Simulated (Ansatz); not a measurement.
# C11: the cost of one run

Program: Ansatz 0.2.0. Level of theory: the levels named in each step. These are calculated values, not measurements.

### Step 1. The structure to begin with

Bond lengths: C1–C2 1.273 Å, C2–C3 1.295 Å, C3–C4 1.266 Å, C4–C5 1.277 Å, C5–C6 1.271 Å, C6–C7 1.271 Å, C7–C8 1.277 Å, C8–C9 1.266 Å, C9–C10 1.295 Å, C10–C11 1.273 Å. Angles: C1–C2–C3 180.0°, C2–C3–C4 180.0°, C3–C4–C5 180.0°, C4–C5–C6 180.0°, C5–C6–C7 180.0°, C6–C7–C8 180.0°, C7–C8–C9 180.0°, C8–C9–C10 180.0°, C9–C10–C11 180.0°.

Structure file:

```xyz
11

C     0.0000    0.0000   -6.3820
C     0.0000    0.0000   -5.1092
C     0.0000    0.0000   -3.8141
C     0.0000    0.0000   -2.5484
C     0.0000    0.0000   -1.2714
C     0.0000    0.0000   -0.0002
C     0.0000    0.0000    1.2711
C     0.0000    0.0000    2.5484
C     0.0000    0.0000    3.8142
C     0.0000    0.0000    5.1094
C     0.0000    0.0000    6.3823
```

### Step 2. A rough first relaxation, PBE-D4/def2-SVP

This run stands in another session on the same molecule. It ended at:

```xyz
11

C     0.0000    0.0000   -6.4833
C     0.0000    0.0000   -5.1778
C     0.0000    0.0000   -3.8720
C     0.0000    0.0000   -2.5851
C     0.0000    0.0000   -1.2907
C     0.0000    0.0000    0.0000
C     0.0000    0.0000    1.2907
C     0.0000    0.0000    2.5851
C     0.0000    0.0000    3.8720
C     0.0000    0.0000    5.1778
C     0.0000    0.0000    6.4833
```

### Step 3. Relaxation, PBE0-D4/def2-TZVP

Input file input.yaml:

```yaml
crystal:
  periodic: [false, false, false]
  atoms:
    - { symbol: C, position_ang: [0.0, 0.0, -6.48327733] }
    - { symbol: C, position_ang: [0.0, 0.0, -5.17782226] }
    - { symbol: C, position_ang: [0.0, 0.0, -3.87196259] }
    - { symbol: C, position_ang: [0.0, 0.0, -2.5851321] }
    - { symbol: C, position_ang: [0.0, 0.0, -1.2907318] }
    - { symbol: C, position_ang: [0.0, 0.0, -1.0e-07] }
    - { symbol: C, position_ang: [0.0, 0.0, 1.29073184] }
    - { symbol: C, position_ang: [0.0, 0.0, 2.58513237] }
    - { symbol: C, position_ang: [0.0, 0.0, 3.87196261] }
    - { symbol: C, position_ang: [0.0, 0.0, 5.1778221] }
    - { symbol: C, position_ang: [0.0, 0.0, 6.48327727] }
basis:
  gaussian: { orbitals: def2-TZVP }
hamiltonian:
  xc: pbe0
  dispersion: d4
relax:
  f_tol: 0.002
  max_steps: 150
```

Run with:

```sh
$ ansatz run input.yaml --threads 4 --pin off --max-ram 10240MiB --backend cpu --events-out ev --progress --plain --runs-dir out
```

Q: Estimate wall time and peak memory on 4 threads of Arm Neoverse V1, shared host.

About 51 s, with a peak of 1.2 GiB.
